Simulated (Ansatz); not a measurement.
# FeO: the cost of one run

Program: Ansatz 0.2.0. Level of theory: DFT PBE, scalar-relativistic, plane waves, PAW. These are calculated values, not measurements.

3 further runs of the same task are left out: 2 that didn't finish, 1 set aside as unsound or not needed.

## (1) The system as given

Symmetry: Fm-3m, No. 225, cubic system. Conventional cell: a = 4.248 Å, b = 4.248 Å, c = 4.248 Å, α = 90.00°, β = 90.00°, γ = 90.00°. Co (site symmetry m-3m) is surrounded by 6 O at 2.12 Å. Around O (site symmetry m-3m) lie 6 Co at 2.12 Å.

Coordinates:

```cif
data_structure
_symmetry_space_group_name_H-M 'Fm-3m'
_symmetry_Int_Tables_number 225
_cell_length_a 4.2483
_cell_length_b 4.2483
_cell_length_c 4.2483
_cell_angle_alpha 90.000
_cell_angle_beta 90.000
_cell_angle_gamma 90.000
_cell_volume 76.67
loop_
_atom_site_label
_atom_site_type_symbol
_atom_site_symmetry_multiplicity
_atom_site_Wyckoff_symbol
_atom_site_fract_x
_atom_site_fract_y
_atom_site_fract_z
_atom_site_occupancy
Co1 Co 4 a 0.00000 0.00000 0.00000 1
O1 O 4 b 0.50000 0.00000 0.00000 1
```

This cell was relaxed beforehand with the same method: volume 9.58 Å³/atom, gap on the mesh none (metal), site moments up to 2.5 μB.

## (2) The partner compound

FeO is put into the same structure and relaxed.

The cell holds 1 Fe, 1 O: a = 3.038 Å, b = 3.038 Å, c = 3.038 Å, α = 60.00°, β = 60.00°, γ = 60.00°.

## (3) Probe: one point at the start (FeO)

File input.yaml:

```yaml
crystal:
  lattice:
    - [0.0, 2.1479742205, 2.1479742205]
    - [2.1479742205, 0.0, 2.1479742205]
    - [2.1479742205, 2.1479742205, 0.0]
  atoms:
    - { symbol: Fe, position: [0.0, 0.0, 0.0], spin: 4.0 }
    - { symbol: O, position: [0.5, 0.5, 0.5] }
basis:
  ecutwfc: 420
kpoints:
  mp_grid: { grid: [8, 8, 8] }
hamiltonian:
  xc: pbe
scf:
  occupations: { method: gaussian, width: 0.1 }
  lower_state_search: "off"
output:
  forces: true
  stress: true
  eigenvalues: true
  populations: true
magnetization:
  spin_polarized: true
```

The run is started by

```sh
$ ansatz run input.yaml --threads 2 --pin off --max-ram 5120MiB --backend cpu --events-out ev --progress --plain --runs-dir out
```

**Question.** How long does this run take on 2 threads of Arm Neoverse V1, shared host, and how much memory does it need?

About 1.4 s, with a peak of 0.27 GiB.
